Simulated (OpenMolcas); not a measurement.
# Cr²⁺ among point charges: CASSCF and CASPT2 levels and susceptibility

How does a field of 5 point charges split the states of Cr²⁺, and what χT follows?

Method: state-averaged CASSCF and CASPT2, spin-orbit coupling by RASSI with atomic mean-field integrals. Code: OpenMolcas 26.06.

## 1. The atom as given

```
Species                           : Cr²⁺ (chromium, Z = 24, 22 electrons)
Basis                             : ANO-RCC-VDZP [5s4p2d1f], 34 functions
Scalar Hamiltonian                : DKH2, point nucleus
Inactive shells                   : 1s 2s 2p 3s 3p
Active space                      : 4 electrons in 5 orbitals (3d)
Some configurations of this space : 3d⁴
Orbitals                          : optimised for each spin and parity, averaged over all roots
```

The outer shells:

3d4
```
3d [↑ ][↑ ][↑ ][↑ ][  ]
```

The ion sits among 5 point charges of -1.5 e arranged as a trigonal bipyramid (D3h), 1.84 Å from the ion, with the axial distance 2.153 Å.

Each step is its own input file, run in one work folder so that later steps find the files of earlier ones. Labels, J, g values, rates, χT and fits are worked out afterwards by a script from the matrices that RASSI stores.

## 2. Basis and integrals

File a.inp:

```
&GATEWAY
Coord
1

Cr 0.0 0.0 0.0
Basis=ANO-RCC-VDZP
Group=NoSym
NoMove
AngMom=0.0 0.0 0.0
AMFI
XField
5 Angstrom 0
1.840000 0.000000 0.000000 -1.500000
-0.920000 1.593487 0.000000 -1.500000
-0.920000 -1.593487 0.000000 -1.500000
0.000000 0.000000 2.152800 -1.500000
0.000000 0.000000 -2.152800 -1.500000
&SEWARD
```

Run with:

```bash
> OMP_NUM_THREADS=1 MOLCAS_MEM=1689 MOLCAS_PROJECT=a pymolcas a.inp > a.log
```

## 3. Reference wave functions, quintets, 5 roots

File a.inp:

```
&RASSCF
FileOrb=start.orb
Symmetry=1
Spin=5
nActEl=4 0 0
Inactive=9
Ras2=5
CIRoot=5 5 1
SDav=5
CIMx=300
Iter=120 100
PrWF=0.3
OrbListing=Nothing
MaxOrb=0
>>> COPY $Project.JobIph JOB001
```

start.orb holds the contracted functions of the basis, ordered by shell, or the orbitals of the step before.

## 4. CASSCF: triplets, 45 roots

File a.inp:

```
&RASSCF
FileOrb=start.orb
Symmetry=1
Spin=3
nActEl=4 0 0
Inactive=9
Ras2=5
CIRoot=45 45 1
SDav=45
CIMx=300
Iter=120 100
PrWF=0.3
OrbListing=Nothing
MaxOrb=0
>>> COPY $Project.JobIph JOB002
```

## 5. CASSCF: singlets, 50 roots

File a.inp:

```
&RASSCF
FileOrb=start.orb
Symmetry=1
Spin=1
nActEl=4 0 0
Inactive=9
Ras2=5
CIRoot=50 50 1
SDav=50
CIMx=300
Iter=120 100
PrWF=0.3
OrbListing=Nothing
MaxOrb=0
>>> COPY $Project.JobIph JOB003
```

## 6. RASSI: spin-orbit coupling between the states

File a.inp:

```
&RASSI
NrOfJobIphs=3 5 45 50
1 2 3 4 5
1 2 3 4 5 6 7 8 9 10 11 12 13 14 15 16 17 18 19 20 21 22 23 24 25 26 27
28 29 30 31 32 33 34 35 36 37 38 39 40 41 42 43 44 45
1 2 3 4 5 6 7 8 9 10 11 12 13 14 15 16 17 18 19 20 21 22 23 24 25 26 27
28 29 30 31 32 33 34 35 36 37 38 39 40 41 42 43 44 45 46 47 48 49 50
IphNames
JOB001
JOB002
JOB003
EJob
SpinOrbit
DIPRint=1.0
SOCoupling=1000.0
Subsets=2
Property=9
'ANGMOM' 1 'ANGMOM' 2 'ANGMOM' 3 'MLTPL  1' 1 'MLTPL  1' 2 'MLTPL  1' 3
'AMFI' 1 'AMFI' 2 'AMFI' 3
SOProperty=3
'ANGMOM' 1 'ANGMOM' 2 'ANGMOM' 3
```

## 7. CASPT2: IPEA 0.25, imaginary shift 0.1 (closed shells correlated: 3s 3p)

File a.inp:

```
>>> COPY JOB001 $Project.JobIph
&CASPT2
Multistate=5 1 2 3 4 5
NoMult
Frozen=5
IPEA=0.25
Imaginary=0.1
MaxIter=60
WThr=0.0 0.3 0.05
PrWF=0.5
NoMix
>>> COPY JOB002 $Project.JobIph
&CASPT2
Multistate=45 1 2 3 4 5 6 7 8 9 10 11 12 13 14 15 16 17 18 19 20 21 22
23 24 25 26 27 28 29 30 31 32 33 34 35 36 37 38 39 40 41 42 43 44 45
NoMult
Frozen=5
IPEA=0.25
Imaginary=0.1
MaxIter=60
WThr=0.0 0.3 0.05
PrWF=0.5
NoMix
>>> COPY JOB003 $Project.JobIph
&CASPT2
Multistate=50 1 2 3 4 5 6 7 8 9 10 11 12 13 14 15 16 17 18 19 20 21 22
23 24 25 26 27 28 29 30 31 32 33 34 35 36 37 38 39 40 41 42 43 44 45 46
47 48 49 50
NoMult
Frozen=5
IPEA=0.25
Imaginary=0.1
MaxIter=60
WThr=0.0 0.3 0.05
PrWF=0.5
NoMix
```

(Steps that only read results are left out.)

What does the calculation give? Wanted: spin-free ground state; first state of the same spin within the active space; lowest level; next level.

**Answer**, as computed:

```
                                            quantity                                                                        value
                                              method  SS-CASPT2, IPEA 0.25, imaginary shift 0.1 (closed shells correlated: 3s 3p)
                              spin-free ground state                                              5A1, 1-fold in its orbital part
first state of the same spin within the active space                                                              5E at 3060 cm⁻¹
                                        lowest level                                                                       1-fold
                                          next level                                                                     3.6 cm⁻¹
                                         χT at 300 K                                                               2.92 cm³ K/mol
                           effective moment at 300 K                                                                      4.83 μB
```

Cost by method:

```tsv
method	time of its own steps	time with the reference
A. CASSCF	22 s	22 s
B. SS-CASPT2, IPEA 0.25, imaginary shift 0.1, +3s 3p	8.1 s	30 s
```

Times are of one thread on a shared host.

The spin-free ground state (5A1) comes to 100 % from free-ion D terms and keeps the highest spin of the shell. χT at 300 K is 2.92, against 3.01 cm³ K/mol for the spin alone; near agreement at one temperature doesn't show that the orbital moment is quenched. An active space of the d shell alone favours high spin; real ions in strong fields can be low spin. CASPT2 does not keep the components of a term degenerate, and the means are used. The field of point charges can differ much from that of real complexes. With metal d orbitals alone active, the gaps between spin states are rough; where two lie within a few thousand cm-1, their order is open. This is an electrostatic model: the charges have no orbitals.
